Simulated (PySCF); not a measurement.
# PbH2: other functionals and bases at one geometry

An exercise on one series of results from a longer session: the logs are not shown, and one member is left open.

The runs use PySCF 2.14.0; several levels, as the steps say, no spin–orbit coupling.

3 further runs of the same task are left out: 2 for a known fault of the program, 1 that didn't finish.

## The system as given

3 atoms, charge 0, spin multiplicity 1.

Bond lengths: Pb1–H2 1.877 Å, Pb1–H3 1.877 Å. Angles: H2–Pb1–H3 89.6°.

As a file:

```xyz
3
H2Pb
Pb    0.0000    0.0000   -0.3056
H     1.3229    0.0000    1.0264
H    -1.3229    0.0000    1.0264
```

Formal oxidation states: Pb +2. An earlier session relaxed this geometry at PBE, Pb def2-SVP with ECP60, H def2-SVP (singlet, point group C2v).

At PBE on the finer grid: E = -194.043275 Eh, HOMO -5.71 eV, LUMO -3.60 eV, Mulliken charge on Pb1 +0.26 e, largest force component 0.003 eV/Å. 

Levels to run: TPSSh; r2SCAN; B3LYP; TPSS; PBE, TZVP; PBE, x2c-SVP. Hardware: 2 threads of Arm Neoverse V1, shared host.

Set-up of the first run:

Contents of run.py (the lines that set the calculation):

```python
mol = gto.M(atom='''
Pb     0.00000     0.00000    -0.30561
H      1.32286     0.00000     1.02644
H     -1.32286     0.00000     1.02644''',
    basis={'Pb': 'def2-SVP', 'H': 'def2-SVP'},
    ecp={'Pb': 'def2-SVP'},
    charge=0, spin=0)
mf = dft.RKS(mol, xc='TPSSH')
mf.grids.atom_grid = (75, 302)
mf = mf.density_fit()  # fitting sets: Pb def2-universal-JKFIT, H def2-universal-JKFIT
mf.conv_tol = 1e-08; mf.max_cycle = 55
mf.kernel(dm0)  # dm0: the density of the relaxed state
```

The run is started by

```console
$ OMP_NUM_THREADS=2 python run.py
```

Among the steps run: TPSSh; r2SCAN; B3LYP; TPSS; PBE, TZVP; PBE, x2c-SVP.

One of the session's tables, all rows but one given; the rest of the session is left out.

```
             level  HOMO (eV)  gap (eV)  charge on Pb1 (e)  dipole (D)  largest force component (eV/Å)
PBE (relaxed here)      -5.71      2.11               0.26        1.42                            0.00
             TPSSh          ?         ?                  ?           ?                               ?
            r2SCAN      -5.96      2.58               0.31        1.48                            0.25
             B3LYP      -6.54      3.42               0.30        1.51                            0.15
              TPSS      -5.84      2.37               0.32        1.61                            0.12
         PBE, TZVP      -5.79      2.15               0.25        1.62                            0.16
      PBE, x2c-SVP      -5.75      2.12               0.27        1.44                            0.43
```

**Question.** Estimate the row for TPSSh.

The run gave: HOMO (eV): -6.22; gap (eV): 3.05; charge on Pb1 (e): 0.33; dipole (D): 1.62; largest force component (eV/Å): 0.23. In the column «HOMO (eV)» it lies between B3LYP (-6.54) and r2SCAN (-5.96).

In one basis the HOMO–LUMO gap runs from 2.11 eV (PBE) to 3.42 eV (B3LYP). The largest leftover force, 0.43 eV/Å with PBE, x2c-SVP, stands at a geometry relaxed at another level. Total energies of different levels can't be compared.
